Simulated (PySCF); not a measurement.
**Ways to converge the SCF of Br⁺ (triplet)**

The same problem is solved with other solver options, one edit a run.

Method: method and basis as typed in the scripts; program: PySCF 2.14.0.

3 further runs of the same task are left out: 3 that didn't finish.

## Step 1: The atom

Br⁺ (triplet): 1 atom, charge 1, spin multiplicity 3.

## Step 2: The base run

input.py

```python
from pyscf import gto, scf

mol = gto.M(
    atom='Br 0 0 0',
    basis='cc-pvdz-dk',
    charge=1,
    spin=2,
    symmetry=True,
    verbose=4,
)
mf = scf.UHF(mol)
mf = mf.sfx2c1e()
mf.kernel()
mf.analyze()
print('orbital energies (hartree):', [e[max(0, n-3):n+3].round(4) for e, n in zip(mf.mo_energy, mol.nelec)])
```

The run is started by

```bash
> OMP_NUM_THREADS=1 python input.py
```

The log of this run is left out.

Base result: E(SCF) = -2603.917821 Eh, 8 cycles, ⟨S²⟩ = 2.001.

The triplet is typed in the script; nothing here shows that it is the ground state.

## Step 3: DIIS space 2

Edit 1 changes DIIS space: default → 2.

input.py

```python
from pyscf import gto, scf

mol = gto.M(
    atom='Br 0 0 0',
    basis='cc-pvdz-dk',
    charge=1,
    spin=2,
    symmetry=True,
    verbose=4,
)
mf = scf.UHF(mol)
mf = mf.sfx2c1e()
mf.diis_space = 2
mf.kernel()
mf.analyze()
print('orbital energies (hartree):', [e[max(0, n-3):n+3].round(4) for e, n in zip(mf.mo_energy, mol.nelec)])
```

The run is started by

```bash
> OMP_NUM_THREADS=1 python input.py
```

## Step 4: Level shift 0.1 hartree

Edit 2 changes level shift: none → 0.1 hartree.

input.py: that of step 2 with these lines changed.

```diff
@@ -12,2 +12,3 @@
 mf = mf.sfx2c1e()
+mf.level_shift = 0.1
 mf.kernel()
```

Q: Predict the outcome of this session. Wanted: for each run, E(SCF); from base; gap, α spin.

The runs gave:

| run | E(SCF) (hartree) | from base (eV) | cycles | gap, α spin (eV) |
| --- | --- | --- | --- | --- |
| base | -2603.917821 | 0 | 8 | 29.44 |
| DIIS space 2 | -2603.917821 | 0.0000 | 8 | 29.44 |
| level shift 0.1 hartree | -2603.917821 | 0.0000 | 8 | 29.44 |

Distance from each run's final energy (log10 hartree) by cycle:

| run | cycle 1 | cycle 2 | cycle 3 | cycle 5 | cycle 8 | cycle 12 |
| --- | --- | --- | --- | --- | --- | --- |
| base | -1.4 | -3.1 | -4.1 | -6.7 | < -11 | done |
| DIIS space 2 | -1.4 | -3.1 | -4.1 | -6.5 | -10.5 | done |
| level shift 0.1 hartree | -1.4 | -3.0 | -4.0 | -6.2 | < -11 | done |

**Reading.** No change of the SCF energy comes from DIIS space 2 or level shift 0.1 hartree. With DIIS space 2, level shift 0.1 hartree the path hardly changes: 8 cycles against 8.
